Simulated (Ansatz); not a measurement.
# Cu: the cost of one run

Method: DFT PBEsol, scalar-relativistic, plane waves, PAW, in Ansatz 0.2.0.

## (1) Starting point

The structure is cubic, space group Fm-3m (No. 225). Conventional cell: a = 3.615 Å, b = 3.615 Å, c = 3.615 Å, α = 90.00°, β = 90.00°, γ = 90.00°. Cu (site symmetry m-3m) has 12 Cu at 2.56 Å in its first shell of neighbours.

As a file:

```cif
data_structure
_symmetry_space_group_name_H-M 'P 1'
_symmetry_Int_Tables_number 1
_cell_length_a 2.5562
_cell_length_b 2.5562
_cell_length_c 2.5562
_cell_angle_alpha 60.000
_cell_angle_beta 60.000
_cell_angle_gamma 60.000
_cell_volume 11.81
loop_
_atom_site_label
_atom_site_type_symbol
_atom_site_fract_x
_atom_site_fract_y
_atom_site_fract_z
_atom_site_occupancy
Cu1 Cu 0.00000 0.00000 0.00000 1
```

No relaxation comes first: the listed cell is the starting point.

## (2) The reference cell

Reference values: F = -6588.7650 eV; pressure -6.48 GPa; largest force 0.000 eV/Å; gap on the mesh none (metal). It was computed beforehand with the settings of the runs below.

## (3) Next: a strain scan

The cell is strained by ε times the Voigt pattern (1, 1, 0, 0, 0, 0) (xx, yy, zz, yz, xz, xy; engineering shear), with fractional coordinates fixed (clamped ions). The stress on the pattern is the sum of the stress components weighted by it, tension positive.

## (4) At ε = -0.0200

input.yaml reads:

```yaml
crystal:
  lattice:
    - [0.0, 1.77135, 1.8075]
    - [1.77135, 0.0, 1.8075]
    - [1.77135, 1.77135, 0.0]
  atoms:
    - { symbol: Cu, position: [0.0, 0.0, 0.0] }
basis:
  ecutwfc: 420
kpoints:
  mp_grid: { grid: [22, 22, 22] }
hamiltonian:
  xc: pbesol
scf:
  occupations: { method: gaussian, width: 0.15 }
output:
  forces: true
  stress: true
  eigenvalues: true
```

Run with:

```console
> ansatz run input.yaml --threads 1 --pin off --max-ram 2560MiB --backend cpu --events-out ev --progress --plain --runs-dir out
```

Q: Estimate wall time and peak memory on 1 thread of Intel Xeon at 2.50GHz (Skylake/Cascade Lake), shared host.

About 17 s, with a peak of 0.43 GiB.
